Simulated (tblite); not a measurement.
# BGeH6NO4: the cost of one run

Computed with tblite 0.8.0 and PySCF 2.14.0; each step states its level. No surroundings beyond the atoms listed, unless a continuum is named. Atoms count from 0, parts from 1.

## 1. The system as given

13 atoms, charge 0, multiplicity 1; geometry: distance geometry start.

## 2. Geometry optimisation with GFN2-xTB

Job settings and geometry (Å):

```
{"job": {"kind": "relax", "xc": "GFN2-xTB", "basis": "xTB"}, "charge": 0, "multiplicity": 1}
Ge    -0.798686    -0.181523     0.041809
O     -1.158086    -1.931197     0.341974
O      0.329270    -0.067729    -1.328825
B      1.671846     0.207403    -0.852357
O      1.757005     1.393269     0.052549
O      2.735908    -0.744348    -0.882633
N     -2.358450     0.799808    -0.310018
H     -0.079854     0.375720     1.286999
H     -2.136373    -2.034547     0.196060
H      2.526186     1.226850     0.718613
H      2.549246    -1.592822    -0.438686
H     -2.085370     1.800156    -0.505311
H     -2.956144     0.717598     0.527137
```

Level: GFN2-xTB geometry optimisation, gas phase.

Run with:

```bash
$ OMP_NUM_THREADS=1 python cluster_run.py task.json out
```

The driver reads the jobs from task.json and runs them one after another.

**Question.** How long does this first job take on 1 thread of Arm Neoverse V1, shared host?

About 5.2 s.
